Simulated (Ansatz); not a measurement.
# TiC: the cost of one run

Method: DFT PBEsol, frozen-core PAW, scalar-relativistic unless said, in Ansatz 0.2.0.

The COD entry's cell or inner coordinates are ideal or old and differ from later refinements, so a difference from it is no clean test against experiment.

### 1 The starting structure

It takes space group Fm-3m (No. 225, cubic). Conventional cell: a = 4.319 Å, b = 4.319 Å, c = 4.319 Å, α = 90.00°, β = 90.00°, γ = 90.00°. Around Ti (site symmetry m-3m) lie 6 C at 2.16 Å. Around C (site symmetry m-3m) lie 6 Ti at 2.16 Å.

Coordinates:

```xyz
2
Lattice="0.0000 2.1593 2.1593 2.1593 0.0000 2.1593 2.1593 2.1593 0.0000" Properties=species:S:1:pos:R:3 pbc="T T T"
Ti    0.0000    0.0000    0.0000
C     2.1593    2.1593    2.1593
```

Cartesian axes are those of the input's lattice vectors. The structure goes back to a database entry.

### 2 Cell and atoms relaxed, PAW

Input file input.yaml:

```yaml
crystal:
  lattice:
    - [0.0, 2.1593, 2.1593]
    - [2.1593, 0.0, 2.1593]
    - [2.1593, 2.1593, 0.0]
  atoms:
    - { symbol: Ti, position: [0.0, 0.0, 0.0] }
    - { symbol: C, position: [0.5, 0.5, 0.5] }
kpoints:
  mp_grid: { grid: [12, 12, 12] }
scf:
  occupations: { method: fermi_dirac, width: 0.05 }
hamiltonian:
  xc: pbesol
  pseudopotentials: { kind: paw }
relax:
  f_tol: 0.002
  max_steps: 80
  cell: {}
output:
  forces: true
  stress: true
  write_density: true
  write_potential: true
  elf: true
  volumetric_format: npy
```

On the command line:

```console
> ansatz run input.yaml --threads 2 --pin off --max-ram 5120MiB --backend cpu --events-out ev --progress --plain --runs-dir out
```

**Question.** How long does this run take on 2 threads of Intel Xeon 6975P-C (Granite Rapids), shared host, and how much memory does it need?

About 1.6 s, with a peak of 0.35 GiB.
